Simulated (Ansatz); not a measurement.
The system is Ge2Sb2Te5.

```xyz
9
Lattice="6.8391 -3.0660 0.0000 6.8391 3.0660 0.0000 -6.8310 0.0000 6.8476" Properties=species:S:1:pos:R:3 pbc="T T T"
Te    5.4948    0.0000    2.6461
Te    9.5385    0.0000    1.3429
Te    0.0699    0.0000    0.0441
Te   -2.7069    0.0000    5.5452
Te    1.3918    0.0000    4.0888
Sb    8.3181    0.0000    4.0255
Sb   -1.3207    0.0000    2.8579
Ge    2.6055    0.0000    1.2862
Ge    6.7274    0.0000    0.0756
```

The cell comes from a database or a generator and needn't be the stable form of this composition.

| Property | Result |
| --- | --- |
| Program | Ansatz 0.2.0 |
| Task | relaxation of cell and atoms |
| Functional | PBE |
| Dispersion | D3(BJ) |
| Potentials or basis | Ansatz PAW |
| Cutoff | 420 eV (not typed: the program's choice for these potentials) |
| k mesh | 5 × 5 × 4 |
| Occupations | fermi-dirac, width 0.05 eV |
| Spin | no spin polarisation |

At the start: volume 31.91 Å³/atom.

Q: Where does the relaxation end?

A: It ends after 9 steps and the volume is 30.05 Å³/atom (-5.8 %); space group Cm (No. 8, to 0.05 Å).

Step by step:
| step | energy change (eV) | largest force (eV/Å) | volume (Å³) |
| --- | --- | --- | --- |
| 1 | 0.0000 | 0.2566 | 287.17 |
| 2 | -0.0973 | 0.3313 | 270.45 |
| 3 | -0.1237 | 0.0872 | 272.94 |
| 4 | -0.1314 | 0.0348 | 270.65 |
| 5 | -0.1336 | 0.0207 | 269.44 |
| 6 | -0.1343 | 0.0357 | 270.14 |
| 7 | -0.1346 | 0.0173 | 270.40 |
| 8 | -0.1347 | 0.0089 | 270.46 |
| 9 | -0.1319 | 0.0089 | 270.46 |

Final structure:
```
CELL_PARAMETERS angstrom
6.71158 -3.01680 -0.03133
6.71158 3.01680 -0.03133
-6.73494 0.00000 6.71027
ATOMIC_POSITIONS crystal
Te 0.59911 0.59911 0.39805
Te 0.79463 0.79463 0.18145
Te 0.99685 0.99685 0.99610
Te 0.21230 0.21230 0.81433
Te 0.41394 0.41394 0.60365
Sb 0.89343 0.89343 0.57483
Sb 0.11562 0.11562 0.42590
Ge 0.27577 0.27577 0.18999
Ge 0.49835 0.49835 0.01570
```

Caveat: the plane-wave basis is chosen anew once the cell has moved, so the energies of steps on either side of that aren't comparable.
